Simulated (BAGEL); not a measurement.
**CH5BClN (SMILES CNBCl): HF/def2-SVP (density fitting with qzvpp-jkfit)**

Aim: the vertical ionisation energy of CH5BClN at HF/def2-SVP (density fitting with qzvpp-jkfit), from 2 runs. 

The results are computed with BAGEL 1.2.2.

3 further runs of the same task are left out: 1 that didn't finish, 2 set aside as unsound or not needed.

### 1 Starting point

CH5BClN: 9 atoms, total charge 0, spin state singlet. As SMILES, `CNBCl`. Geometry: relaxed at PBE0-D4/def2-TZVP. This is one conformer, not always the lowest.

Bond lengths: C1–N2 1.445 Å, N2–B3 1.381 Å, B3–Cl4 1.771 Å, C1–H5 1.094 Å, C1–H6 1.094 Å, C1–H7 1.090 Å, N2–H8 1.009 Å, B3–H9 1.192 Å. Some angles: C1–N2–B3 126.0°, N2–B3–Cl4 119.6°, C1–N2–H8 115.0°, B3–N2–H8 119.0°, N2–C1–H5 111.4°, N2–C1–H6 111.4°, N2–C1–H7 109.2°, N2–B3–H9 121.5°, Cl4–B3–H9 118.9°, H5–C1–H6 108.3°.

### 2 A single-point energy at HF/def2-SVP (density fitting with qzvpp-jkfit)

File calc.json:

```json
{ "bagel" : [

{
  "title" : "molecule",
  "basis" : "svp",
  "df_basis" : "qzvpp-jkfit",
  "angstrom" : "true",
  "geometry" : [
    { "atom" : "C", "xyz" : [    0.510100,    0.482100,   -0.973400 ] },
    { "atom" : "N", "xyz" : [   -0.407900,   -0.226000,   -0.111700 ] },
    { "atom" : "B", "xyz" : [   -0.261100,   -0.415200,    1.248200 ] },
    { "atom" : "Cl", "xyz" : [   -1.495300,   -1.314500,    2.144800 ] },
    { "atom" : "H", "xyz" : [    0.907000,   -0.170400,   -1.756500 ] },
    { "atom" : "H", "xyz" : [    0.027900,    1.338900,   -1.452800 ] },
    { "atom" : "H", "xyz" : [    1.346700,    0.849900,   -0.380000 ] },
    { "atom" : "H", "xyz" : [   -1.220500,   -0.605500,   -0.573900 ] },
    { "atom" : "H", "xyz" : [    0.681600,    0.014200,    1.838200 ] }
  ]
},
{
  "title" : "hf"
},
{
  "title" : "print",
  "file" : "orbitals.molden",
  "orbitals" : "true"
}

]}
```

Started as:

```bash
$ BAGEL_NUM_THREADS=1 BAGEL calc.json > calc.out
```

What it wrote:

```text
* using 1 threads per process

  ===============================================================
  ===============================================================

  *** Geometry ***

  { "atom" : "C", "xyz" : [      0.963949,      0.911037,     -1.839459 ] },
  { "atom" : "N", "xyz" : [     -0.770819,     -0.427078,     -0.211082 ] },
  { "atom" : "B", "xyz" : [     -0.493407,     -0.784614,      2.358756 ] },
  { "atom" : "Cl", "xyz" : [     -2.825707,     -2.484045,      4.053085 ] },
  { "atom" : "H", "xyz" : [      1.713982,     -0.322009,     -3.319304 ] },
  { "atom" : "H", "xyz" : [      0.052723,      2.530154,     -2.745394 ] },
  { "atom" : "H", "xyz" : [      2.544894,      1.606078,     -0.718096 ] },
  { "atom" : "H", "xyz" : [     -2.306411,     -1.144229,     -1.084514 ] },
  { "atom" : "H", "xyz" : [      1.288037,      0.026834,      3.473695 ] },

  Number of auxiliary basis functions:      445

  Since a DF basis is specified, we compute 2- and 3-index integrals:
    o Being stored without compression. Storage requirement is 0.026 GB

  Number of basis functions:       85
  Number of electrons      :       40

    * METHOD: MOLECULE                             0.20

  *** RHF ***

  === Nuclear Repulsion ===
   139.5267325477

      * DIIS with orbital gradients will be used.

  === RHF iteration (svp) ===
      0       -579.13519589          0.01490722           0.05
      1       -579.23547969          0.00850624           0.05
      2       -579.26361307          0.00148783           0.05
      3       -579.26507377          0.00025099           0.05
      4       -579.26511478          0.00005921           0.05
      5       -579.26511775          0.00001662           0.05
      6       -579.26511808          0.00000604           0.05
      7       -579.26511812          0.00000152           0.05
      8       -579.26511812          0.00000039           0.05
      9       -579.26511812          0.00000012           0.05
     10       -579.26511812          0.00000004           0.05
     11       -579.26511812          0.00000002           0.05
     12       -579.26511812          0.00000000           0.05
    * SCF iteration converged.

    * Permanent dipole moment:
           (   -0.307398,    -0.384071,     1.016002) a.u.

    * METHOD: HF                                   0.79

    * METHOD: PRINT                                0.02

  ===============================================================
```

Wall time 1.1 s (1 thread of Arm Neoverse V1, shared host); peak memory 0.11 GiB.

### 3 The doublet cation

File hf.json:

```json
{ "bagel": [

{
  "title": "molecule",
  "basis": "svp",
  "df_basis": "qzvpp-jkfit",
  "angstrom": true,
  "geometry": [
    { "atom": "C", "xyz": [       0.510100,       0.482100,      -0.973400 ] },
    { "atom": "N", "xyz": [      -0.407900,      -0.226000,      -0.111700 ] },
    { "atom": "B", "xyz": [      -0.261100,      -0.415200,       1.248200 ] },
    { "atom": "Cl", "xyz": [      -1.495300,      -1.314500,       2.144800 ] },
    { "atom": "H", "xyz": [       0.907000,      -0.170400,      -1.756500 ] },
    { "atom": "H", "xyz": [       0.027900,       1.338900,      -1.452800 ] },
    { "atom": "H", "xyz": [       1.346700,       0.849900,      -0.380000 ] },
    { "atom": "H", "xyz": [      -1.220500,      -0.605500,      -0.573900 ] },
    { "atom": "H", "xyz": [       0.681600,       0.014200,       1.838200 ] }
  ]
},

{
  "title": "uhf",
  "charge": 1,
  "nopen": 1
},

{
  "title": "print",
  "file": "orbitals.molden",
  "orbitals": true
}

]}
```

Started as:

```bash
$ BAGEL_NUM_THREADS=1 BAGEL hf.json > hf.out
```

What it wrote:

```text
* using 1 threads per process

  ===============================================================
  ===============================================================

  *** Geometry ***

  { "atom" : "C", "xyz" : [      0.963949,      0.911037,     -1.839459 ] },
  { "atom" : "N", "xyz" : [     -0.770819,     -0.427078,     -0.211082 ] },
  { "atom" : "B", "xyz" : [     -0.493407,     -0.784614,      2.358756 ] },
  { "atom" : "Cl", "xyz" : [     -2.825707,     -2.484045,      4.053085 ] },
  { "atom" : "H", "xyz" : [      1.713982,     -0.322009,     -3.319304 ] },
  { "atom" : "H", "xyz" : [      0.052723,      2.530154,     -2.745394 ] },
  { "atom" : "H", "xyz" : [      2.544894,      1.606078,     -0.718096 ] },
  { "atom" : "H", "xyz" : [     -2.306411,     -1.144229,     -1.084514 ] },
  { "atom" : "H", "xyz" : [      1.288037,      0.026834,      3.473695 ] },

  Number of auxiliary basis functions:      445

  Since a DF basis is specified, we compute 2- and 3-index integrals:
    o Being stored without compression. Storage requirement is 0.026 GB

  Number of basis functions:       85
  Number of electrons      :       40

    * METHOD: MOLECULE                             0.20

  *** Open-shell HF ***

  === Nuclear Repulsion ===
   139.5267325477

      * DIIS with orbital gradients will be used.

  === UHF iteration (svp) ===
      0       -578.81619229          0.02027688           0.10
      1       -578.90609480          0.00916051           0.10
      2       -578.92264053          0.00392255           0.10
      3       -578.92789891          0.00228141           0.10
      4       -578.93130524          0.00084611           0.10
      5       -578.93207462          0.00034666           0.10
      6       -578.93220358          0.00008077           0.10
      7       -578.93223058          0.00005749           0.10
      8       -578.93225076          0.00002993           0.10
      9       -578.93225608          0.00001090           0.10
     10       -578.93225646          0.00000277           0.10
     11       -578.93225651          0.00000093           0.10
     12       -578.93225653          0.00000039           0.10
     13       -578.93225654          0.00000022           0.10
     14       -578.93225654          0.00000014           0.10
     15       -578.93225654          0.00000008           0.10
     16       -578.93225654          0.00000004           0.10
     17       -578.93225654          0.00000002           0.10
     18       -578.93225654          0.00000001           0.10
    * SCF iteration converged.

    * S^2 (UHF) is 0.7654

    * Permanent dipole moment:
           (   -0.796428,    -0.902952,     2.176781) a.u.

    * METHOD: UHF                                  2.09

    * METHOD: PRINT                                0.02

  ===============================================================
```

Run time: 2.4 s. Hardware: 1 thread of Arm Neoverse V1, shared host; peak memory 0.11 GiB.

### 4 Outcome

Level: HF/def2-SVP (density fitting with qzvpp-jkfit).

```
                                          quantity          value
                     singlet CH5BClN: total energy  -579.26512 Eh
                    singlet CH5BClN: dipole moment         2.87 D
                      singlet CH5BClN: HOMO energy      -10.93 eV
                      singlet CH5BClN: LUMO energy        4.27 eV
                    singlet CH5BClN: HOMO–LUMO gap       15.20 eV
                      doublet cation: total energy  -578.93226 Eh
                              doublet cation: ⟨S²⟩          0.765
vertical ionisation energy (to the doublet cation)       9.058 eV
```

**Reading.** The vertical ionisation energy comes to 9.06 eV (209 kcal/mol). The negative HOMO energy of the first species, 10.93 eV, lies 1.87 eV above that difference.
